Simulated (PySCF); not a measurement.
# C₅H₇ClSSi: electronic excitations

Wanted: the electronic excitations of C₅H₇ClSSi (`Cc1ccc([SiH2]Cl)s1`), by calculation.

The runs use PySCF 2.14.0, with density-fitted response routines of our own; the level of theory stands in each step. All values are computed, except where a source is named. Atoms count from 0, in the outputs and in this text.

### 1 The molecule as given

15 atoms, charge 0, multiplicity 1; geometry from: GFN2-xTB.

Bonds of the start (Å): C0–C1 1.49, C1–C2 1.36, C2–C3 1.41, C3–C4 1.36, C4–Si5 1.87, Si5–Cl6 2.01, C4–S7 1.74, S7–C1 1.73, C0–H8 1.09, C0–H9 1.09, C0–H10 1.09, C2–H11 1.08, C3–H12 1.08, Si5–H13 1.46, Si5–H14 1.46.

### 2 Ultraviolet spectrum: PBE0/def2-SVPD

Job settings and geometry (Å):

```
{"job": {"kind": "uv", "xc": "PBE0", "basis": "def2-SVPD", "nstates": 8, "ntriplets": 3}, "charge": 0, "multiplicity": 1}
C     -2.809845     0.188163     0.531905
C     -1.383759     0.052849     0.134380
C     -0.870476    -0.318505    -1.069937
C      0.538975    -0.335784    -1.092608
C      1.114986     0.022020     0.091873
Si     2.919446     0.145087     0.562946
Cl     3.999722    -0.344106    -1.065644
S     -0.115110     0.390395     1.267115
H     -3.454582    -0.174049    -0.265633
H     -3.012178    -0.382594     1.437511
H     -3.054095     1.231441     0.734181
H     -1.481643    -0.572564    -1.918050
H      1.115948    -0.606364    -1.959488
H      3.254725     1.512443     0.956888
H      3.233473    -0.800442     1.632649
```

With the program's defaults for keys left out, this is: TDDFT PBE0/def2-SVPD, vertical, gas phase, core orbitals frozen in the response.

The run is started by

```bash
OMP_NUM_THREADS=1 python probes_run.py task.json out
```

This one command runs all jobs of the session in turn.

The log of the run:

```text
coarse grid: 14648 points
cycle   1  E = -1341.3656831544  dE =  1.160e+00  |g| = 3.912e-01  |ddm| = 8.165e+00
cycle   2  E = -1341.3338661121  dE =  3.182e-02  |g| = 5.100e-01  |ddm| = 2.589e+00
cycle   3  E = -1341.4054453769  dE = -7.158e-02  |g| = 1.044e-01  |ddm| = 1.895e+00
cycle   4  E = -1341.4085767320  dE = -3.131e-03  |g| = 3.036e-02  |ddm| = 4.261e-01
cycle   5  E = -1341.4088111848  dE = -2.345e-04  |g| = 9.156e-03  |ddm| = 1.053e-01
cycle   6  E = -1341.4088320510  dE = -2.087e-05  |g| = 2.812e-03  |ddm| = 2.957e-02
cycle   7  E = -1341.4088339680  dE = -1.917e-06  |g| = 4.877e-04  |ddm| = 7.499e-03
final grid: 129064 points
cycle   8  E = -1341.5544585279  dE = -1.955e-05  |g| = 8.899e-03  |ddm| = 1.443e-01
cycle   9  E = -1341.5544278714  dE =  3.066e-05  |g| = 1.339e-02  |ddm| = 5.220e-02
cycle  10  E = -1341.5544797193  dE = -5.185e-05  |g| = 1.628e-03  |ddm| = 4.377e-02
cycle  11  E = -1341.5544804908  dE = -7.714e-07  |g| = 3.234e-04  |ddm| = 6.810e-03
cycle  12  E = -1341.5544805156  dE = -2.482e-08  |g| = 9.266e-05  |ddm| = 9.766e-04
cycle  13  E = -1341.5544805175  dE = -1.939e-09  |g| = 2.890e-05  |ddm| = 2.283e-04
cycle  14  E = -1341.5544805177  dE = -2.078e-10  |g| = 1.307e-05  |ddm| = 1.258e-04
converged SCF energy = -1341.5544805177

Static polarisability (au): isotropic 115.026, principal 78.254 114.599 152.225

Singlet excitations
state   eV       nm        f      main configurations
  1   5.2843    234.6   0.23909   H->L 0.95
  2   5.4953    225.6   0.00053   H->L+1 0.95
  3   5.6274    220.3   0.06218   H-1->L 0.87
  4   5.9682    207.7   0.00032   H->L+2 0.78
  5   6.0038    206.5   0.00014   H-1->L+1 0.75, H-1->L+2 0.10
  6   6.2990    196.8   0.00004   H->L+3 0.87, H->L+2 0.08
  7   6.5376    189.6   0.00270   H-1->L+2 0.76, H-1->L+1 0.16
  8   6.8882    180.0   0.00163   H-1->L+3 0.84

Triplet excitations (Tamm-Dancoff, eV): 3.5098 4.4282 5.3229
```

It took 90 s on 1 thread of Arm Neoverse N1, shared host; peak memory 1 GiB.

Frontier orbitals and where they lie:

| orbital | eV | atoms |
| --- | --- | --- |
| HOMO−3 | -9.04 | Cl6 52 %, C4 16 %, Si5 14 % |
| HOMO−2 | -9.01 | Cl6 58 %, Si5 18 %, H14 10 % |
| HOMO−1 | -7.43 | S7 45 %, C2 18 %, C3 17 % |
| HOMO | -6.84 | C4 27 %, C1 24 %, C3 14 % |
| LUMO | -0.90 | S7 20 %, C4 19 %, C1 19 % |
| LUMO+1 | -0.16 | Si5 27 %, S7 20 %, Cl6 18 % |
| LUMO+2 | 0.37 | S7 45 %, C0 13 %, C4 8 % |

With each of the 8 states as a Gaussian band of 0.4 eV half-width at 1/e, the curve within the window shown has maxima at 232 nm (ε 11,000) L/(mol cm). Beyond the last state computed it falls off for lack of states. The curve at chosen wavelengths:

```
 nm  ε (L/mol/cm)
172            45
176            84
179           113
183           142
187           155
190           161
194           196
198           342
201           596
205          1232
209          2301
212          3410
216          5236
220          7266
224          9157
227         10244
231         10984
235         10783
238         10061
242          8551
246          6741
249          5386
253          3773
257          2489
260          1758
264          1058
```

Ground-state properties from the same run:

```csv
property,computed
dipole moment (D),2.18
polarisability (Å³),17.05
HOMO–LUMO gap (eV),5.94
−ε(HOMO) (eV),6.84
```

### 3 What came out

| quantity | value |
| --- | --- |
| lowest singlet (PBE0/def2-SVPD) | 5.28 eV (235 nm), f = 0.239 |
| lowest triplet | 3.51 eV |

In words: The lowest singlet, at 5.28 eV, is HOMO→LUMO 0.95 and is bright. The lowest triplet lies 1.77 eV below the lowest singlet (triplets in Tamm-Dancoff, singlets in full TDDFT).
